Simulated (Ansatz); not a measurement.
# BClH4NO2: the cost of one run

All numbers below are computed with Ansatz 0.2.0 (UKS BHLYP-D4/6-31G*).

## Step 1: Starting point

Bond lengths: B1–Cl2 2.110 Å, B1–O3 1.410 Å, O3–H4 1.010 Å, B1–O5 1.410 Å, O5–H6 1.010 Å, Cl2–N7 2.030 Å, N7–H8 1.060 Å, N7–H9 1.060 Å. Angles: B1–Cl2–N7 180.0°, Cl2–B1–O3 120.0°, Cl2–B1–O5 120.0°, O3–B1–O5 120.0°, B1–O3–H4 109.5°, B1–O5–H6 109.5°, Cl2–N7–H8 120.0°, Cl2–N7–H9 120.0°, H8–N7–H9 120.0°.

Coordinates:

```xyz
9

B     0.0000    0.0000    0.0000
Cl    0.0000    0.0000    2.1100
O     1.2211    0.0000   -0.7050
H     1.5209   -0.9519   -0.8599
O    -1.2211    0.0000   -0.7050
H    -1.7308   -0.8467   -0.4965
N     0.0000    0.0000    4.1400
H    -0.4960   -0.7725    4.6700
H     0.4960    0.7725    4.6700
```

## Step 2: A restrained relaxation towards end A

Springs on the bonds that form and break draw the guess towards this end; the thresholds are loose.

File input.yaml:

```yaml
crystal:
  periodic: [false, false, false]
  atoms:
    - { symbol: B, position_ang: [0.0, 0.0, 0.0] }
    - { symbol: Cl, position_ang: [0.0, 0.0, 2.11] }
    - { symbol: O, position_ang: [1.2211, 0.0, -0.705] }
    - { symbol: H, position_ang: [1.5209, -0.9519, -0.8599] }
    - { symbol: O, position_ang: [-1.2211, 0.0, -0.705] }
    - { symbol: H, position_ang: [-1.7308, -0.8467, -0.4965] }
    - { symbol: "N", position_ang: [0.0, 0.0, 4.14] }
    - { symbol: H, position_ang: [-0.496, -0.7725, 4.67] }
    - { symbol: H, position_ang: [0.496, 0.7725, 4.67] }
magnetization:
  spin_polarized: true
  initial_magnetization: 1
basis:
  gaussian: { orbitals: "6-31G*" }
hamiltonian:
  xc: { name: BHLYP }
  dispersion: d4
relax:
  f_tol: 0.15
  max_steps: 25
  restrain:
    - { distance: [1, 6], at: 2.93, k: 30.0 }
    - { distance: [0, 1], at: 1.86, k: 30.0 }
```

Run with:

```bash
> ansatz run input.yaml --threads 4 --pin off --max-ram 5120MiB --backend cpu --events-out ev --progress --plain --runs-dir out
```

Q: Estimate wall time and peak memory on 4 threads of Arm Neoverse V2, shared host.

About 24 s, with a peak of 0.25 GiB.
